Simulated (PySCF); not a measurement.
# C3H8BOP: the cost of one run

The runs use PySCF 2.14.0, with density-fitted response routines of our own; the level of theory stands in each step. All values are computed, except where a source is named. Atoms are numbered from 0 throughout.

## (1) The starting structure

14 atoms, charge 0, multiplicity 1; geometry from: PBE0-D3(BJ)/def2-SVP.

Bonds of the start (Å): O0–B1 1.36, B1–P2 1.95, B1–C3 1.55, C3–C4 1.52, C4–C5 1.48, C5–C3 1.52, O0–H6 0.96, P2–H7 1.42, P2–H8 1.43, C3–H9 1.10, C4–H10 1.09, C4–H11 1.09, C5–H12 1.09, C5–H13 1.09.

## (2) NMR shieldings: PBE0/pcSseg-1

Job settings and geometry (Å):

```
{"job": {"kind": "nmr", "xc": "PBE0", "basis": "pcSseg-1", "pop": false}, "charge": 0, "multiplicity": 1}
O      1.497599    -0.977769     1.630991
B      0.882334    -0.470909     0.531170
P      1.898543    -0.100933    -1.091387
C     -0.663036    -0.330808     0.581108
C     -1.494090    -0.393232    -0.686675
C     -1.356256     0.900973     0.023176
H      2.454200    -1.045279     1.558111
H      1.252399     1.113778    -1.460317
H      3.011125     0.537146    -0.463374
H     -1.132849    -0.757582     1.474460
H     -0.967899    -0.530733    -1.636626
H     -2.450579    -0.919529    -0.632574
H     -2.214140     1.280198     0.584550
H     -0.736400     1.682913    -0.424591
```

With the program's defaults for keys left out, this is: GIAO PBE0/pcSseg-1 NMR shielding, non-relativistic, gas phase.

Command:

```
$ OMP_NUM_THREADS=1 python probes_run.py task.json out
```

The driver reads the jobs from task.json and runs them one after another.

Q: Estimate the wall time and peak memory of this first job on 1 thread of Arm Neoverse V1, shared host.

About 14 s, with a peak of 0.83 GiB.
